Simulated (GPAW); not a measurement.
A run of GPAW 26.7.0 is set up as follows.

Contents of run.py:

```python
from ase import Atoms
from ase.dft.bandgap import bandgap
from ase.io import write
from ase.units import GPa
from gpaw import GPAW, PW, setup_paths

setup_paths.insert(0, '.')

atoms = Atoms(['Te', 'Te', 'Sb', 'In', 'In', 'In'],
              cell=[[4.4280963236, 0.0, 0.0],
                    [-2.2140481618, 3.8348439066, 0.0],
                    [0.0, 0.0, 10.756447]],
              scaled_positions=[[0.6666666667, 0.3333333333, 0.328314],
                                [0.3333333333, 0.6666666667, 0.671686],
                                [0.0, 0.0, 0.0],
                                [0.6666666667, 0.3333333333, 0.843074],
                                [0.3333333333, 0.6666666667, 0.156926],
                                [0.0, 0.0, 0.5]],
              pbc=True)

calc = GPAW(mode=PW(600),
            xc='PBEsol',
            kpts={'size': (5, 5, 2), 'gamma': True},
            occupations={'name': 'fermi-dirac', 'width': 0.05},
            nbands=52,
            convergence={'density': 1e-05, 'energy': 1e-05},
            maxiter=150,
            txt='gpaw.txt')
atoms.calc = calc
energy = atoms.get_potential_energy()
forces = atoms.get_forces()
stress = atoms.get_stress()
calc.write('gs.gpw')
write('result.traj', atoms)
print(f'Energy: {energy:.6f} eV')
print('Forces (eV/A):')
print(forces.round(4))
print('Stress (GPa):', (stress / GPa).round(3))
print('Fermi level:', round(calc.get_fermi_level(), 4), 'eV')
print(f'Gap: {bandgap(calc)[0]:.4f} eV, direct: {bandgap(calc, direct=True)[0]:.4f} eV')

path = atoms.cell.bandpath('GMKGALHA,LM,KH', npoints=80, eps=1e-4)
bs_calc = calc.fixed_density(kpts=path, symmetry='off', nbands=84,
                             convergence={'bands': 'CBM+6.0', 'eigenstates': 1e-6}, txt='bands.txt')
bs = bs_calc.band_structure()
bs.write('bs.json')
print(f'Gap on the path: {bandgap(bs_calc)[0]:.4f} eV')
```

Potentials or basis: PAW data sets generated in the run's folder for this functional, pw.

Command:

```console
$ gpaw-setup -f PBEsol In Sb Te
$ OMP_NUM_THREADS=1 python run.py
```

Task: Predict the pressure.

Result: -3.0 GPa.

Task: Predict the band gap along the path.

Result: None (metal or under the smearing width).

Task: What does it give for the largest force?

Result: 0.088 eV/Å.

Forces on the atoms (eV/Å):
```
Te   0.000  0.000 -0.088
Te   0.000  0.000  0.088
Sb   0.000  0.000  0.000
In   0.000  0.000  0.054
In   0.000  0.000 -0.054
In   0.000  0.000  0.000
```

Caveat: spin-orbit coupling is left out, which moves the levels of the heavy elements.
